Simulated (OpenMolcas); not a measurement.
**GeN2H4 (SMILES [NH2][Ge][NH2]): levels of theory compared**

Aim: a comparison of 6 runs (HF/STO-3G, B3LYP/6-31G*, PBE/def2-SVPD, PBE0/def2-SVPD, revPBE/def2-SVPD, CCSD(T)/def2-SVPD) of GeN2H4. 

Program for the calculation: OpenMolcas 26.06.

1 further run of the same task is left out (set aside as unsound or not needed).

### Step 1. The system as given

The species is GeN2H4 (7 atoms), meant as a singlet with charge 0. SMILES: `[NH2][Ge][NH2]`. The N3–H6 distance was set to 1.512 Å, away from the relaxed value. At this shape a bond of the SMILES string is far longer than usual.

Bond lengths: N1–Ge2 1.827 Å, Ge2–N3 1.827 Å, N1–H4 1.006 Å, N1–H5 1.008 Å, N3–H7 1.006 Å. Angles: N1–Ge2–N3 97.3°, Ge2–N1–H4 120.9°, Ge2–N1–H5 126.9°, Ge2–N3–H7 120.9°, H4–N1–H5 112.3°. A long bond or contact: N3–H6 1.512 Å.

### Step 2. The energy at HF/STO-3G (run 1)

The input, mol.inp:

```
* GeH4N2 Hartree-Fock

&GATEWAY
 BasLib
 $CurrDir
 Coord
 7
 angstrom
 N       -1.178150      -0.411663      -0.702500
 Ge      -0.068150      -1.741363      -0.121100
 N        1.196250      -0.668763       0.646400
 H       -2.028350      -0.627763      -1.195000
 H       -1.046250       0.580937      -0.585200
 H        1.191600       0.842500       0.702200
 H        2.003550      -1.064463       1.097900
 Basis
 STO-3G
 Group
 NoSym

&SEWARD

&SCF
 Thresholds
 1e-10 1e-07 1e-07 1e-05
 PrOrbitals
 1 2
```

The basis set STO-3G is read from a file made from the Basis Set Exchange's data (not shown).

Started as:

```console
$ export MOLCAS_MEM=1860
$ pymolcas mol.inp > mol.log
```

What it wrote:

```text
--- Start Module: gateway ---
[...]
--- Stop Module: gateway /rc=_RC_ALL_IS_WELL_ ---
--- Start Module: seward ---
[...]
      Basis functions           32
--- Stop Module: seward /rc=_RC_ALL_IS_WELL_ ---
--- Start Module: scf ---
[...]
       Convergence after  14 Iterations
[...]
::    Total SCF energy                              -2161.4463789929
[...]
      Total spin, S                                     0.0000000000
[...]
      Total electronic charge=   50.000000
      Total            charge=   -0.000000
[...]
      Dipole Moment (debye):
      Origin of the operator (angstrom)=   -0.0440   -1.3602   -0.0917
                   X= -1.1452E-01               Y=  5.3819E-01               Z= -3.3577E-02           Total=  5.5127E-01
      Quadrupole Moment (debye*angstrom):
[...]
--- Stop Module: scf /rc=_RC_ALL_IS_WELL_ ---
[...]
```

It took 1.1 s on 1 thread of Intel Xeon 6975P-C (Granite Rapids), shared host; peak memory 0.37 GiB.

### Step 3. The energy at B3LYP/6-31G(d) (Cartesian functions) (run 2)

The input, struct.xyz:

```xyz
7

N     -1.178150    -0.411663    -0.702500
Ge    -0.068150    -1.741363    -0.121100
N      1.196250    -0.668763     0.646400
H     -2.028350    -0.627763    -1.195000
H     -1.046250     0.580937    -0.585200
H      1.191600     0.842500     0.702200
H      2.003550    -1.064463     1.097900
```

The input, test.input:

```
&GATEWAY
 BASLIB = $CurrDir
 COORD = struct.xyz
 BASIS = 6-31Gs
 GROUP = NoSym

&SEWARD
 GRIDINPUT
 Grid=UltraFine
 End of Grid

&SCF
 KSDFT = B3LYP
 THRESHOLDS = 1e-10 1e-07 1e-07 1e-05
 PRORBITALS = 1 2
```

The basis set 6-31G* is read from a file made from the Basis Set Exchange's data (not shown).

Started as:

```console
$ export MOLCAS_MEM=1860
$ pymolcas test.input > test.log
```

What it wrote:

```text
--- Start Module: gateway ---
[...]
--- Stop Module: gateway /rc=_RC_ALL_IS_WELL_ ---
--- Start Module: seward ---
[...]
      Basis functions           73
--- Stop Module: seward /rc=_RC_ALL_IS_WELL_ ---
[...]
--- Start Module: scf ---
[...]
       Convergence after  15 Iterations
[...]
::    Total KS-DFT energy                           -2188.6192932268
[...]
      Total spin, S                                     0.0000000000
[...]
      Total electronic charge=   50.000000
      Total            charge=   -0.000000
[...]
      Dipole Moment (debye):
      Origin of the operator (angstrom)=   -0.0440   -1.3602   -0.0917
                   X= -1.7705E-01               Y=  1.3875E+00               Z= -3.3691E-02           Total=  1.3991E+00
      Quadrupole Moment (debye*angstrom):
[...]
--- Stop Module: scf /rc=_RC_ALL_IS_WELL_ ---
[...]
```

It took 11 s on 1 thread of Intel Xeon 6975P-C (Granite Rapids), shared host; peak memory 0.42 GiB.

Runs 3 to 5 aren't shown in full; the table further down has their settings and results.

### Step 4. The energy at CCSD(T)/def2-SVPD (Cholesky decomposition) (run 6)

The input, mol.input:

```
* GeH4N2 CCSD(T)

&GATEWAY
  BASLIB = $CurrDir
  BASISSET
  N.def2-SVPD....
  N1 -1.178150 -0.411663 -0.702500 angstrom
  N3 1.196250 -0.668763 0.646400 angstrom
  End of Basis
  BASISSET
  Ge.def2-SVPD....
  Ge2 -0.068150 -1.741363 -0.121100 angstrom
  End of Basis
  BASISSET
  H.def2-SVPD....
  H4 -2.028350 -0.627763 -1.195000 angstrom
  H5 -1.046250 0.580937 -0.585200 angstrom
  H6 1.191600 0.842500 0.702200 angstrom
  H7 2.003550 -1.064463 1.097900 angstrom
  End of Basis

&SEWARD
  HIGH

&SCF
  THRESHOLDS = 1e-10 1e-07 1e-07 1e-05
  PRORBITALS = 1 1

&CHCC
  FROZEN = 11
  THRESHOLD = 1e-08
  MAXITERATIONS = 80

&CHT3
  FROZEN = 11
```

The basis set def2-SVPD is read from a file made from the Basis Set Exchange's data (not shown).

Started as:

```console
$ export MOLCAS_MEM=1860
$ pymolcas mol.input > mol.log
```

What it wrote:

```text
--- Start Module: gateway ---
[...]
--- Stop Module: gateway /rc=_RC_ALL_IS_WELL_ ---
[...]
      Basis functions          110
[...]
       Convergence after  14 Iterations
[...]
::    Total SCF energy                              -2186.1868532106
[...]
      Total spin, S                                     0.0000000000
[...]
      Total electronic charge=   50.000000
      Total            charge=   -0.000000
[...]
      Dipole Moment (debye):
      Origin of the operator (angstrom)=   -0.0440   -1.3602   -0.0917
                   X= -1.2182E-01               Y=  1.2829E+00               Z= -8.2015E-03           Total=  1.2887E+00
      Quadrupole Moment (debye*angstrom):
[...]
--- Start Module: chcc ---
[...]
--- Stop Module: chcc /rc=_RC_ALL_IS_WELL_ ---
[...]
--- Start Module: cht3 ---
[...]
--- Stop Module: cht3 /rc=_RC_ALL_IS_WELL_ ---
[...]
```

Run time: 5 min. Hardware: 1 thread of Intel Xeon 6975P-C (Granite Rapids), shared host; peak memory 0.23 GiB.

### Step 5. Overview of the runs

| run | level | Cartesian functions | integration grid | energy (Eh) | dipole moment (D) of the reference | HOMO energy (eV) | LUMO energy (eV) | wall time |
| --- | --- | --- | --- | --- | --- | --- | --- | --- |
| 1 | HF/STO-3G | no | – | -2161.446379 | 0.55 | -6.39 | 6.71 | 1.1 s |
| 2 | B3LYP/6-31G* (Cartesian functions) | yes | UltraFine | -2188.619293 | 1.40 | -6.23 | -1.19 | 11 s |
| 3 | PBE/def2-SVPD | no | UltraFine | -2188.093739 | 1.16 | -5.60 | -2.28 | 29 s |
| 4 | PBE0/def2-SVPD | no | UltraFine | -2188.139432 | 1.25 | -6.95 | -1.32 | 26 s |
| 5 | revPBE/def2-SVPD | no | UltraFine | -2188.348718 | 1.13 | -5.55 | -2.23 | 29 s |
| 6 | CCSD(T)/def2-SVPD (Cholesky decomposition) | no | – | -2186.832934 | 1.29 | -9.24 | 1.91 | 5 min |

### Step 6. Outcome

```
                                           quantity           value
                                run 6: total energy  -2186.83293 Eh
          run 6: dipole moment (mean-field density)          1.29 D
         run 6: HOMO energy (Hartree–Fock orbitals)        -9.24 eV
         run 6: LUMO energy (Hartree–Fock orbitals)         1.91 eV
       run 6: HOMO–LUMO gap (Hartree–Fock orbitals)        11.16 eV
run 6: correlation energy (11 core orbitals frozen)      -646.1 mEh
                              run 6: (T) correction      -23.75 mEh
```

Over runs 1, 2, 3, 4, 5 the dipole moment (its size) runs from 0.55 D (HF/STO-3G) to 1.40 D (B3LYP/6-31G*). The two ends differ in method and basis. Over runs 1, 2, 3, 4, 5 the HOMO–LUMO gap runs from 3.32 eV (revPBE/def2-SVPD) to 13.09 eV (HF/STO-3G). Totals of different functionals can't be ranked against each other. In run 1 the basis is minimal, so the values are rough. All runs together took 6.6 min, the longest 5 min.
